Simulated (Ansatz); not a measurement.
Run this with Ansatz 0.2.0, Python API and show what comes out.

The script, `lapb3.py`:
```python
'''Convex hull of a few La-Pb phases, after relaxing cells and atoms.'''

from collections import Counter
import warnings

import ansatz as az
import numpy as np


def solve(name, crystal):
    calc = (
        crystal.calculation()
        .functional('r2scan')
        .basis(41 * az.Ry)
        .kpoints(spacing=0.33)
        .occupations('cold', width=0.05)
    )
    calc = calc.relax(force_tolerance=0.02, cell=True)
    return calc.run(threads=1)


def counts(outcome):
    return Counter(site.symbol for site in outcome.lattice.sites)

def formation_energy(outcome, mu):
    n = counts(outcome)
    return (outcome.report['energy_sigma0_ev'] - sum(k * mu[element] for element, k in n.items())) / sum(n.values())

warnings.simplefilter('ignore', az.DeckWarning)

phases = {}
lapb3_pm_3m = (
    az.Lattice.cubic(4.893)
    .space_group(221)
    .atom('La', (0.0, 0.0, 0.0))
    .atom('Pb', (0.0, 0.5, 0.5))
)
phases['LaPb3 Pm-3m'] = lapb3_pm_3m
la3pb_pm_3m = (
    az.Lattice.cubic(5.073323)
    .space_group(221)
    .atom('La', (0.5, 0.5, 0.0))
    .atom('Pb', (0.0, 0.0, 0.0))
)
phases['La3Pb Pm-3m'] = la3pb_pm_3m
la = (
    az.Lattice.from_parameters(3.77, 3.77, 12.159, alpha=90, beta=90, gamma=120)
    .space_group(194)
    .atom('La', (0.0, 0.0, 0.0))
    .atom('La', (1 / 3, 2 / 3, 0.75))
)
phases['La'] = la
pb = (
    az.Lattice.fcc(4.95004)
    .space_group(225)
    .atom('Pb', (0.0, 0.0, 0.0))
    .primitive()
)
phases['Pb'] = pb

done = {}
for name, crystal in phases.items():
    done[name] = solve(name, crystal)
    print(f'{name}: {done[name].report["energy_sigma0_ev"]:.4f} eV, {len(done[name].lattice.sites)} atoms')

# energy of one atom in its reference phase
references = {'La': 'La', 'Pb': 'Pb'}
mu = {element: done[name].report['energy_sigma0_ev'] / len(done[name].lattice.sites) for element, name in references.items()}
points = sorted((counts(o)['Pb'] / len(o.lattice.sites), formation_energy(o, mu), name) for name, o in done.items())

# walk in x and drop points that lie above the chord
hull = []
for x, e, _ in points:
    while len(hull) > 1 and (hull[-1][0] - hull[-2][0]) * (e - hull[-2][1]) - (hull[-1][1] - hull[-2][1]) * (x - hull[-2][0]) <= 0:
        hull.pop()
    hull.append((x, e))
rows = [(name, x, e, e - np.interp(x, *zip(*hull))) for x, e, name in points]
print('     phase       x(Pb)  E_form (eV/atom)  above hull (eV/atom)')
for row in rows:
    print(f'{str(row[0]):>10}  {row[1]:10.3f}  {row[2]:16.4f}  {row[3]:20.4f}')
print('on the hull of these phases:', ', '.join(row[0] for row in rows if row[3] < 1e-6))
```

```console
$ python lapb3.py
LaPb3 Pm-3m: -42029.3147 eV, 4 atoms
La3Pb Pm-3m: -30716.7891 eV, 4 atoms
La: -25058.7526 eV, 4 atoms
Pb: -11920.8656 eV, 1 atoms
     phase       x(Pb)  E_form (eV/atom)  above hull (eV/atom)
        La       0.000            0.0000                0.0000
La3Pb Pm-3m       0.250           -0.4648                0.0000
LaPb3 Pm-3m       0.750           -0.5074                0.0000
        Pb       1.000            0.0000                0.0000
on the hull of these phases: La, La3Pb Pm-3m, LaPb3 Pm-3m, Pb
```

Reading the output:
- Total energies depend on the potentials; only differences at equal settings carry meaning.
- For the metals among these phases the mesh is modest: differences between phases can be off by up to 40 meV an atom.
- Spin-orbit coupling, which matters for elements this heavy, is left out.
- The cells come from databases of deposited and of computed structures, and not all need be stable phases.
- Differences under about 40 meV an atom lie within the error of mesh and functional, so such verdicts may flip; only the cells listed enter the hull.
- Finished in 100 s on 1 thread of Arm Neoverse V1, on a shared host, peak memory 0.9 GiB.

(Lines on the test bed's own set-up are left out of the output.)
